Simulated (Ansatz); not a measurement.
# Ge3Pd (Pm-3m) in Ansatz: a series of runs

One crystal, Ge3Pd, is run at these levels: PBEsol, LDA; tasks: band structure.

Everything below comes from runs of Ansatz 0.2.0. Logs are shortened: lines on timing, memory, paths and dates and some standing lists are left out, and cuts for length are marked.

**1. Starting point**

The structure is cubic, space group Pm-3m (No. 221). The conventional cell has a = 4.142 Å, b = 4.142 Å, c = 4.142 Å, α = 90.00°, β = 90.00°, γ = 90.00°. Around Pd (site symmetry m-3m) lie 12 Ge at 2.93 Å. Ge (site symmetry 4/mmm) has 4 Pd at 2.93 Å and 8 Ge at 2.93 Å as nearest neighbours.

The cell comes from a database or a generator and needn't be the stable form of this composition.

**2. Band structure, PBEsol**

The input, input.yaml:

```yaml
crystal:
  lattice:
    - [4.142023, 0.0, 0.0]
    - [0.0, 4.142023, 0.0]
    - [0.0, 0.0, 4.142023]
  atoms:
    - { symbol: Pd, position: [0.0, 0.0, 0.0] }
    - { symbol: Ge, position: [0.5, 0.5, 0.0] }
    - { symbol: Ge, position: [0.5, 0.0, 0.5] }
    - { symbol: Ge, position: [0.0, 0.5, 0.5] }
kpoints:
  mp_grid: { grid: [7, 7, 7] }
  band_path:
    path:
      - [0.0, 0.0, 0.0]
      - [0.0, 0.5, 0.0]
      - [0.5, 0.5, 0.0]
      - [0.0, 0.0, 0.0]
      - [0.5, 0.5, 0.5]
      - [0.0, 0.5, 0.0]
    npoints: 8
scf:
  occupations: { method: fermi_dirac, width: 0.05 }
hamiltonian:
  xc: pbesol
  pseudopotentials: { kind: all_electron, lapw: { basis_error: 0.002 } }
output:
  forces: true
  stress: true
  eigenvalues: true
```

Potentials or basis: all-electron LAPW, scalar-relativistic.

Run with:

```
> ansatz run input.yaml --threads 2 --pin off --max-ram 8192MiB --backend cpu --events-out ev --progress --plain --runs-dir out
```

The log of the run:

```text
Warning: RAYON_NUM_THREADS=2 ignored (pool sized by the plan → 2); use --threads N
LAPW: plane waves up to 7.230 Å⁻¹, error target 2.0e-3 eV per atom; small_component_spin mean_spin; Ge in spheres of 1.416 Å, 22 of its electrons in bands, Dirac shells []; Pd in spheres of 1.513 Å, 18 of its electrons in bands, Dirac shells [] (how accurate: hamiltonian.pseudopotentials.lapw.basis_error, Limitations)
Engine: ansatz 0.2.0, x86_64-unknown-linux-gnu
Pseudopotentials: kind: all_electron
Pseudopotential: Pd, LAPW, valence charge 18, lapw/all_electron/scalar/gaussian/Pd, Koelling and Harmon's equation, gaussian nucleus
Pseudopotential: Ge, LAPW, valence charge 22, lapw/all_electron/scalar/gaussian/Ge, Koelling and Harmon's equation, gaussian nucleus
Functional definition: PBEsol
  exchange = pbesol_x
  correlation = pbesol_c
Crystal: 4 atoms, lattice volume = 71.062 Å³
Basis set: ecut = 199.18593742789858 eV, 461 PW (Γ), exchange–correlation at level 2
Bands: 51, of which v1, the nominal top of the filled ones, is band 42 counted from 1 (41 counted from 0)
Symmetry: 48 space group operations
Space group: Pm-3m (ITA 221), of the structure as read, at distance tolerance 4.1e-5 Å
k-points: 20 of 343
Non-local potential: Pd, projectors of the file, none
Non-local potential: Ge, projectors of the file, none
Initial density: superposition of atomic densities (chi_scale 0.1, normalization cell, long waves kept (reshape's long-wave potential 0.00 eV rms))
Initial wavefunctions: plane waves of lowest kinetic energy (no species holds an atomic orbital)
Functional: x = pbesol(κ = 0.804, μ = 0.12345679012345678), c = pbesol(β = 0.046)
iter 1 solved again at ethr=9.34e-3 eV; its pass at ethr=1.00e-1 eV (dr2=7.85e0 eV) is discarded
SCF iter   1: F=—  HF=-308467.994306 eV  |F-HF|=—  |Δ(HF+E_count)|=         —  Δρ=6.67e-2  dr2=7.85e0  ethr=9.34e-3  ⟨swp⟩=2.0  Hψ=6481  notcnv=0
preconditioner: auto → Kerker (q_TF=auto, 2.805 Å⁻¹)  [metal: Δε(μ)=0.019 eV  Ē_g=20.748 eV  σ=0.050 eV  W_gap=0.09  n_scr=26 (ndim 8)  ℏωp=31.8 eV  f_vac=0.000  D(μ)=5.15/eV (n_scr^D=56)]
SCF iter   2: F=—  HF=-308472.729053 eV  |F-HF|=—  |Δ(HF+E_count)|=    4.73e0  Δρ=4.45e-2  dr2=3.22e0  ethr=9.34e-3  ⟨swp⟩=3.0  Hψ=3085  notcnv=0
SCF iter   3: F=—  HF=-308465.513865 eV  |F-HF|=—  |Δ(HF+E_count)|=    7.22e0  Δρ=1.75e-2  dr2=4.66e-1  ethr=3.83e-3  ⟨swp⟩=2.1  Hψ=3242  notcnv=0
iter 4 solved again at ethr=3.89e-5 eV; its pass at ethr=5.55e-4 eV (dr2=3.27e-2 eV) is discarded
SCF iter   4: F=—  HF=-308464.830959 eV  |F-HF|=—  |Δ(HF+E_count)|=   6.83e-1  Δρ=4.61e-3  dr2=3.27e-2  ethr=3.89e-5  ⟨swp⟩=2.0  Hψ=5347  notcnv=0
SCF iter   5: F=—  HF=-308464.827018 eV  |F-HF|=—  |Δ(HF+E_count)|=   3.94e-3  Δρ=2.99e-3  dr2=1.66e-2  ethr=3.89e-5  ⟨swp⟩=2.0  Hψ=3069  notcnv=0
SCF iter   6: F=—  HF=-308464.826080 eV  |F-HF|=—  |Δ(HF+E_count)|=   9.38e-4  Δρ=2.74e-3  dr2=1.45e-2  ethr=1.97e-5  ⟨swp⟩=2.0  Hψ=3069  notcnv=0
SCF iter   7: F=—  HF=-308464.822137 eV  |F-HF|=—  |Δ(HF+E_count)|=   3.94e-3  Δρ=1.25e-3  dr2=3.15e-3  ethr=1.73e-5  ⟨swp⟩=2.0  Hψ=3069  notcnv=0
SCF iter   8: F=—  HF=-308464.821014 eV  |F-HF|=—  |Δ(HF+E_count)|=   1.12e-3  Δρ=2.77e-4  dr2=9.15e-5  ethr=3.75e-6  ⟨swp⟩=2.0  Hψ=3069  notcnv=0
SCF iter   9: F=—  HF=-308464.821069 eV  |F-HF|=—  |Δ(HF+E_count)|=   5.57e-5  Δρ=2.83e-4  dr2=1.56e-4  ethr=1.09e-7  ⟨swp⟩=2.0  Hψ=3071  notcnv=0
SCF iter  10: F=—  HF=-308464.821012 eV  |F-HF|=—  |Δ(HF+E_count)|=   5.76e-5  Δρ=1.07e-4  dr2=2.05e-5  ethr=1.09e-7  ⟨swp⟩=2.0  Hψ=3069  notcnv=0
SCF iter  11: F=—  HF=-308464.821001 eV  |F-HF|=—  |Δ(HF+E_count)|=   1.07e-5  Δρ=1.37e-5  dr2=3.04e-7  ethr=2.44e-8  ⟨swp⟩=2.0  Hψ=3071  notcnv=0
SCF iter  12: F=-308464.821001 eV  HF=-308464.821001 eV  |F-HF|=7.16e-9  |Δ(HF+E_count)|=   1.38e-7  Δρ=2.82e-6  dr2=5.85e-9  ethr=3.62e-10  ⟨swp⟩=2.0  Hψ=3072  notcnv=0
SCF 1 converged in 12 iterations: F = -308464.821001 eV  dr2 = 5.85e-9
NSCF: frozen V_eff on 41 k-points
SCF converged after 12 iterations
Free energy (F): -308464.821001 eV
Harris-Foulkes:  -308464.821001 eV  (|F-HF|=7.16e-9)
Internal energy: -308464.803463 eV  (E = F + TS)
E sigma→0 (E₀):  -308464.812232 eV
Entropy (-TS):   -0.017538 eV (-4.384 meV/atom)
Fermi energy:    14.611276 eV
--- Per-component energies (eV) ---
  E_band       = -3047.153189
  E_kinetic    = 318006.455270
  E_xc         = -10238.612530
  E_electrostatic = -616232.646203  (all electrons and nuclei)
  E_smearing   = -0.017538  (= −TS)
  E_closure    = 0.000000  (closes the sum)
  E_atoms      = -308445.804879  (free atoms, spherical and without spin; not in F)
  Σ components = -308464.821001   (vs F -308464.821001, Δ=0.00e0)
  Basis errors (estimates in eV, not in F): energy 4.4e-4 per atom: plane waves 4.3e-4 (2.2e-4 summed), levels above the bands 1.9e-80, relativity 2.4e-8, radial functions 9.9e-6, core shells 4.0e-7; eigenvalues (radial functions only) 6.6e-6; not estimated: angular momenta, meshes, grids; target (lapw.basis_error) 2.0e-3; muffin-tin radii Ge 1.416 Å, Pd 1.513 Å
--- Forces (eV/Å), atoms counted from 1 ---
  atom   1  Pd    -0.00000000     0.00000000    -0.00000000
  atom   2  Ge     0.00000000    -0.00000000     0.00000000
  atom   3  Ge     0.00000000    -0.00000000     0.00000000
  atom   4  Ge     0.00000000    -0.00000000     0.00000000
  max |Σ_I F_I| component: 3.29e-31 eV/Å
--- Stress (GPa, compression-positive) ---
       -4.691750       0.000000       0.000000
        0.000000      -4.691750       0.000000
        0.000000       0.000000      -4.691750
  P = ⅓ Tr σ = -4.6918 GPa (-46.918 kbar)
--- Band table (eV; the first three rows and the last of 20) ---
  k-point 0: bands = ["-148.7747", "-148.7746", "-148.7746", "-96.0914", "-96.0914", "-96.0914", "-96.0810", "-96.0810", "-96.0810", "-96.0809", "-96.0809", "-96.0809", "-69.5417", "-35.3212", "-35.3212", "-35.3212", "-10.1278", "-10.1278", "-10.1278", "-10.1170", "-10.0642", "-10.0642", "-10.0199", "-10.0199", "-10.0199", "-10.0042", "-10.0042", "-9.9648", "-9.9560", "-9.9560", "-9.9560", "1.9409", "8.6471", "8.6471", "11.1291", "11.1291", "11.1291", "11.9618", "11.9618", "11.9618", "13.0531", "13.0531", "15.4236", "17.5963", "17.5963", "17.5963", "20.2142", "20.2142", "20.2142", "23.5734", "23.5734"]
  k-point 1: bands = ["-148.7747", "-148.7746", "-148.7746", "-96.0914", "-96.0914", "-96.0914", "-96.0810", "-96.0810", "-96.0810", "-96.0809", "-96.0809", "-96.0809", "-69.5417", "-35.3215", "-35.3212", "-35.3212", "-10.1267", "-10.1199", "-10.1199", "-10.1117", "-10.0634", "-10.0595", "-10.0210", "-10.0199", "-10.0199", "-10.0085", "-10.0041", "-9.9687", "-9.9646", "-9.9646", "-9.9560", "2.1120", "7.8048", "8.7852", "10.9788", "10.9788", "11.3973", "11.9691", "12.2500", "12.2500", "12.7148", "13.4119", "16.1783", "17.4052", "17.4052", "17.5143", "19.1722", "19.6853", "19.6853", "23.5682", "23.9938"]
  k-point 2: bands = ["-148.7747", "-148.7746", "-148.7746", "-96.0914", "-96.0914", "-96.0914", "-96.0810", "-96.0810", "-96.0810", "-96.0809", "-96.0809", "-96.0809", "-69.5417", "-35.3221", "-35.3212", "-35.3212", "-10.1240", "-10.0977", "-10.0976", "-10.0976", "-10.0614", "-10.0473", "-10.0236", "-10.0206", "-10.0206", "-10.0202", "-10.0039", "-9.9878", "-9.9878", "-9.9793", "-9.9560", "2.6132", "6.3191", "9.1862", "10.7560", "10.7560", "11.8321", "11.9013", "11.9856", "12.9188", "12.9188", "13.9376", "16.4188", "16.4188", "17.3903", "17.4092", "18.2967", "19.7471", "19.7471", "23.5555", "23.9567"]
  k-point 19: bands = ["-148.7746", "-148.7746", "-148.7746", "-96.0924", "-96.0909", "-96.0909", "-96.0815", "-96.0815", "-96.0815", "-96.0805", "-96.0805", "-96.0805", "-69.5416", "-35.3223", "-35.3223", "-35.3223", "-10.0894", "-10.0840", "-10.0840", "-10.0750", "-10.0750", "-10.0702", "-10.0701", "-10.0209", "-10.0153", "-10.0153", "-10.0061", "-10.0061", "-9.9709", "-9.9709", "-9.9654", "5.8643", "6.4533", "6.4533", "9.2137", "10.2004", "10.3218", "10.3218", "12.3883", "12.3883", "13.0751", "13.0751", "13.1942", "14.8055", "21.2168", "21.2168", "21.6825", "22.0946", "22.0946", "26.2716", "26.6953"]
```

Run time: 8 s. Hardware: 2 threads of Intel Xeon 6975P-C (Granite Rapids), shared host; peak memory 0.4 GiB.

What came out:

- Free energy: -308464.8210 eV
- Pressure: -4.7 GPa
- Band gap along the path: none (metal or under the smearing width)

Levels at the corners of the path, in eV from the Fermi level:
| point | band 39 | band 40 | band 41 | band 42 | band 43 | band 44 | band 45 | band 46 |
| --- | --- | --- | --- | --- | --- | --- | --- | --- |
| Γ | -2.65 | -2.65 | -1.56 | -1.56 | 0.81 | 2.99 | 2.99 | 2.99 |
| X | -2.39 | -0.31 | -0.31 | -0.02 | -0.02 | 0.33 | 0.82 | 2.71 |
| M | -2.09 | -2.07 | -0.15 | 0.09 | 0.96 | 0.96 | 2.45 | 2.45 |
| Γ | -2.65 | -2.65 | -1.56 | -1.56 | 0.81 | 2.99 | 2.99 | 2.99 |
| R | -2.29 | -2.29 | -1.57 | -1.57 | -1.57 | -0.36 | 7.45 | 7.45 |
| X | -2.39 | -0.31 | -0.31 | -0.02 | -0.02 | 0.33 | 0.82 | 2.71 |

**3. Band structure, LDA**

Edit input.yaml of step 2 so:

```diff
@@ -24,3 +24,3 @@
 hamiltonian:
-  xc: pbesol
+  xc: lda
   pseudopotentials: { kind: all_electron, lapw: { basis_error: 0.002 } }
```

Potentials or basis: all-electron LAPW, scalar-relativistic.

Run with:

```
> ansatz run input.yaml --threads 2 --pin off --max-ram 8192MiB --backend cpu --events-out ev --progress --plain --runs-dir out
```

Run time: 7.5 s. Hardware: 2 threads of Intel Xeon 6975P-C (Granite Rapids), shared host; peak memory 0.39 GiB.

The run converged. Its results:

```
Free energy             : -308289.6519 eV
Pressure                : -7.0 GPa
Band gap along the path : none (metal or under the smearing width)
```

Levels at the corners of the path, in eV from the Fermi level:
```csv
point,band 40,band 41,band 42,band 43,band 44,band 45
Γ,-2.63,-1.59,-1.59,0.86,2.97,2.97
X,-0.27,-0.27,0.01,0.01,0.25,0.88
M,-2.04,-0.19,0.13,0.95,0.95,2.47
Γ,-2.63,-1.59,-1.59,0.86,2.97,2.97
R,-2.27,-1.57,-1.57,-1.57,-0.35,7.36
X,-0.27,-0.27,0.01,0.01,0.25,0.88
```
